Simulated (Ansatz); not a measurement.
From input file to script: Sn, space group Im-3m in Ansatz 0.2.0.

```yaml
crystal:
  lattice:
    - [-1.894652, 1.894652, 1.894652]
    - [1.894652, -1.894652, 1.894652]
    - [1.894652, 1.894652, -1.894652]
  atoms:
    - { symbol: Sn, position: [0.0, 0.0, 0.0] }
basis:
  ecutwfc: 517.016338673772
kpoints:
  mp_grid:
    grid: [10, 10, 10]
hamiltonian:
  xc: r2scan
scf:
  lower_state_search: standard
  mixing:
    algorithm: msr1
    beta: 0.6
    ndim: 12
  occupations:
    method: methfessel_paxton
phonons:
  method: fd
  supercell: [2, 2, 2]
  temperatures:
    t_min: 0.0
    t_max: 500.0
    t_step: 50.0
```

`run_phonons.py`:
```python
"""Lattice dynamics of Sn in a supercell."""

from dataclasses import dataclass
from pathlib import Path
import warnings

import ansatz as az
import numpy as np


@dataclass(frozen=True)
class Options:
    functional: str = "r2scan"
    filling: str = "Methfessel-Paxton"
    beta: float = 0.6
    kgrid: tuple[int, ...] = (10, 10, 10)


settings = Options()

warnings.simplefilter("ignore", az.DeckWarning)

system = (
    az.Lattice.of((-1.894652, 1.894652, 1.894652), (1.894652, -1.894652, 1.894652), (1.894652, 1.894652, -1.894652))
    .atom("Sn", (0.0, 0.0, 0.0))
)

# the k mesh has to be a multiple of the supercell
calc = (
    system.calculation()
    .functional(settings.functional)
    .basis(19 * az.Ha)
    .occupations(settings.filling)
    .mixing("msr1", ndim=12, beta=settings.beta)
    .scf(lower_state_search="standard")
    .kpoints(*settings.kgrid)
    .phonons("fd", supercell=2, temperatures=(0, 500, 50))
)
outcome = calc.run(runs_dir="runs")
folder = Path(outcome.output_folder) / "results"
ph = outcome.phonons

print("modes at Gamma (1/cm):", np.round(ph.gamma_omega_inv_cm, 1) + 0.0)
print(f"{ph.n_members} displaced supercells, sum-rule residual {ph.asr_residual_pre_ev_ang2:.1e} eV/A^2")
sums = ph.harmonic_sums
print(f"zero-point energy {1000 * sums.zero_point_energy_ev:.2f} meV per cell")
t, f_vib = np.asarray(sums.temperatures_k), np.asarray(sums.vibrational_free_energy_ev)
for temperature, value in zip(t, f_vib):
    print(f"T = {temperature:6.0f} K   F_vib = {1000 * value:9.2f} meV per cell")
```

Output of `python run_phonons.py`:
```text
RunWarning: on the 24×24×24 q-mesh 197 entries of the irreducible table, 4.721e-1 modes per cell, the lowest at -22.11 cm⁻¹, stand at or below zero and are read as no rigid motion or as one in doubt: [...]
modes at Gamma (1/cm): [0. 0. 0.]
1 displaced supercells, sum-rule residual 1.2e-06 eV/A^2
zero-point energy 7.98 meV per cell
T =      0 K   F_vib =      7.98 meV per cell
T =     50 K   F_vib =      3.06 meV per cell
T =    100 K   F_vib =    -10.75 meV per cell
T =    150 K   F_vib =    -29.88 meV per cell
T =    200 K   F_vib =    -52.61 meV per cell
T =    250 K   F_vib =    -78.05 meV per cell
T =    300 K   F_vib =   -105.67 meV per cell
T =    350 K   F_vib =   -135.10 meV per cell
T =    400 K   F_vib =   -166.08 meV per cell
T =    450 K   F_vib =   -198.42 meV per cell
T =    500 K   F_vib =   -231.97 meV per cell
```
(Warnings from the package without file and line, shortened.)

Caveats:
- These settings explore the input space; cutoff and mesh may be short of convergence.
- The cell isn't relaxed first, so the values belong to this volume.
- For a metal this mesh is far too coarse, so the numbers only illustrate the procedure.
- Some modes are imaginary (printed negative) at these settings, from an unstable structure or from unconverged force constants, so sums over modes carry no meaning.
- This isn't the structure that Sn takes at ambient conditions.
- The structure is taken as given and the supercell is small; imaginary modes can come from an unrelaxed or unstable start. Phonons of metals also depend on mesh and smearing.
- The script silences the warnings on its input, which a real study should read.
- It ran for 62 s on 1 thread of Arm Neoverse V2 (shared host), peak memory 1.6 GiB.

(Lines on the test bed's own set-up are left out of the output.)
